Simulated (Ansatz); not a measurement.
**C₄H₅FSi: basis-set convergence**

One table from this session's results is given with a row withheld; the runs are named, their logs left out.

Computed with Ansatz 0.2.0, Gaussian basis. Level: one geometry, several basis sets.

The runs, in order: PBE0-D4/def2-SVP; ωB97M-V/def2-SVP; PBE0-D4/def2-QZVPP; ωB97M-V/def2-QZVPP; the functionals' def2-TZVPP values are taken from earlier runs.

### The geometry

An earlier PBE0-D4 in a triple-zeta def2 set relaxation fixed the geometry.

11 atoms, charge 0, spin multiplicity 1.

Atoms are counted from 1 here; the program's logs count them from 0.

Bond lengths: C1–C2 1.484 Å, C1–H7 1.092 Å, C1–H8 1.095 Å, C1–H9 1.092 Å, C2–C3 1.314 Å, C2–Si5 1.922 Å, C3–C4 1.346 Å, C3–Si5 1.889 Å, C4–Si5 1.850 Å, C4–H10 1.082 Å, Si5–F6 1.587 Å, Si5–H11 1.469 Å. Angles: C2–C1–H7 111.7°, C2–C1–H8 110.1°, C2–C1–H9 111.4°, H7–C1–H8 107.9°, H7–C1–H9 108.6°, H8–C1–H9 107.0°, C1–C2–C3 134.6°, C1–C2–Si5 134.4°, C3–C2–Si5 68.5°, C2–C3–C4 138.5°, C2–C3–Si5 71.2°, C4–C3–Si5 67.4°, C3–C4–Si5 70.5°, C3–C4–H10 124.7°, Si5–C4–H10 132.7°, C2–Si5–C3 40.3°, C2–Si5–C4 82.5°, C2–Si5–F6 109.3° and more.

Coordinates:

```mol
C4H5FSi
  3D, bonds by distance, orders not assigned

 11 12  0  0  0  0  0  0  0  0999 V2000
    0.8308   -0.9261    1.3889 C   0  0
    0.5364   -0.3670    0.0463 C   0  0
    0.6656    0.8175   -0.5084 C   0  0
   -0.0779    1.6832   -1.2222 C   0  0
   -1.0689    0.1621   -0.8682 Si  0  0
   -2.2706    0.2153    0.1676 F   0  0
    1.5605   -0.3184    1.9288 H   0  0
   -0.0848   -0.9657    1.9882 H   0  0
    1.2112   -1.9471    1.3200 H   0  0
    0.2394    2.1552   -2.1432 H   0  0
   -1.4763   -0.5657   -2.0770 H   0  0
  1  2  8  0
  1  7  8  0
  1  8  8  0
  1  9  8  0
  2  3  8  0
  2  5  8  0
  3  4  8  0
  3  5  8  0
  4  5  8  0
  4 10  8  0
  5  6  8  0
  5 11  8  0
M  END
```

The first run:

File in.yaml:

```yaml
crystal:
  periodic: [false, false, false]
  atoms:
    - {symbol: C, position_ang: [0.830785, -0.926144, 1.388883]}
    - {symbol: C, position_ang: [0.536391, -0.367042, 0.046275]}
    - {symbol: C, position_ang: [0.665602, 0.817476, -0.508376]}
    - {symbol: C, position_ang: [-0.077903, 1.683233, -1.222210]}
    - {symbol: Si, position_ang: [-1.068895, 0.162058, -0.868207]}
    - {symbol: F, position_ang: [-2.270619, 0.215275, 0.167595]}
    - {symbol: H, position_ang: [1.560462, -0.318374, 1.928756]}
    - {symbol: H, position_ang: [-0.084826, -0.965652, 1.988191]}
    - {symbol: H, position_ang: [1.211198, -1.947117, 1.320018]}
    - {symbol: H, position_ang: [0.239432, 2.155223, -2.143193]}
    - {symbol: H, position_ang: [-1.476326, -0.565737, -2.077030]}
basis:
  gaussian: {orbitals: def2-SVP}
hamiltonian: {xc: pbe0, dispersion: d4}
output: {orbitals: {seedname: orbitals}}
```

On the command line:

```
$ ansatz run in.yaml --threads 4 --pin off --events-out ev --progress --plain --max-ram 10444MiB
```

Among the steps run: PBE0-D4 in def2-SVP; ωB97M-V in def2-SVP; PBE0-D4 in def2-QZVPP; ωB97M-V in def2-QZVPP.

One of the session's tables, all rows but one given; the rest of the session is left out.

It belongs to the step «Density functionals: the series». 

```
functional       basis  HOMO (eV)  LUMO (eV)
   PBE0-D4    def2-SVP          ?          ?
   PBE0-D4  def2-TZVPP      -6.08      -1.77
   PBE0-D4  def2-QZVPP      -6.10      -1.81
   ωB97M-V    def2-SVP      -8.05       0.51
   ωB97M-V  def2-TZVPP      -8.17       0.32
   ωB97M-V  def2-QZVPP      -8.19       0.23
```

**Question.** Estimate the row for PBE0-D4, def2-SVP.

**Answer.** HOMO (eV): -5.99; LUMO (eV): -1.66. In the column «HOMO (eV)» it is the highest.
